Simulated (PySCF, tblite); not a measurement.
# C₆H₅S radical: geometry, infrared bands and EPR parameters

Aim: predict the infrared bands and EPR parameters of C₆H₅S radical (`[CH2]C(=S)C=C1C=C1`).

Computed with tblite 0.8.0 and PySCF 2.14.0, with density-fitted response routines of our own, on a single molecule in the gas phase. Atoms are numbered from 0 throughout.

### 1 The molecule as given

12 atoms, charge 0, multiplicity 2; geometry from: force field or distance geometry start.

Bonds of the start (Å): C0–C1 1.45, C1–S2 1.64, C1–C3 1.47, C3–C4 1.33, C4–C5 1.46, C5–C6 1.31, C6–C4 1.46, C0–H7 1.07, C0–H8 1.08, C3–H9 1.07, C5–H10 1.08, C6–H11 1.09.

### 2 Geometry optimisation with GFN2-xTB

The job: settings as JSON, then the geometry in Å.

```
{"job": {"kind": "relax", "xc": "GFN2-xTB", "basis": "xTB"}, "charge": 0, "multiplicity": 2}
C      2.557000     0.228300     0.432600
C      1.117900     0.392700     0.440600
S      0.437300     1.479100     1.460400
C      0.301500    -0.440000    -0.456800
C     -1.008100    -0.252200    -0.373700
C     -2.228700     0.379900     0.118200
C     -2.372100    -0.543300    -0.806600
H      3.025400    -0.178800    -0.445100
H      3.080200     0.152500     1.376400
H      0.761200    -1.163800    -1.100800
H     -2.675400     1.102800     0.786100
H     -2.995100    -1.157900    -1.457300
```

Run with:

```
OMP_NUM_THREADS=1 python probes_run.py task.json out
```

This one command runs all jobs of the session in turn.

**Question.** This job is followed by: GFN2-xTB harmonic vibrations, gas phase; UKS B3LYP, pcH-1 on C H S, non-relativistic, mean-field spin-orbit, GIAO. What will the session give for the following? strongest single infrared mode (GFN2-xTB); zero-point energy (GFN2-xTB); g(iso) (B3LYP); ⟨S²⟩; largest a(iso) (averaged by class); potential on the surface of density 0.002 e/bohr³, 1st and 99th percentile; property runs in this session.

As calculated:

```
                                                                  quantity                                            value
                                 strongest single infrared mode (GFN2-xTB)                            1903 cm⁻¹, 363 km/mol
                                              zero-point energy (GFN2-xTB)                                    51.6 kcal/mol
                                                            g(iso) (B3LYP)                                          2.04902
                                                                      ⟨S²⟩                               0.776 (exact 0.75)
                                        largest a(iso) (averaged by class)                              13C on C0, 42.7 MHz
potential on the surface of density 0.002 e/bohr³, 1st and 99th percentile                               -1.36 V and 1.70 V
                                             property runs in this session  1, of which 0 failed and 1 gave unsound results
```

In words: Over 42 steps the energy fell by 0.658 eV; of the close pairs, C0–C1 changed most, 1.448 to 1.354 Å. No mode is imaginary among the 30: a minimum at this level. The strongest single mode, at 1903 cm⁻¹, moves mainly C4. GFN2-xTB is a fitted tight-binding method: band positions and strengths are rough. Its intensities can rank the bands wrongly. The largest spin populations lie on S2 (0.65 e), C0 (0.57 e). The isotropic g lies 46.7 ppt above the free-electron value. These values are not to be trusted: the run shows nearly degenerate orbitals, where second-order g theory doesn't apply.
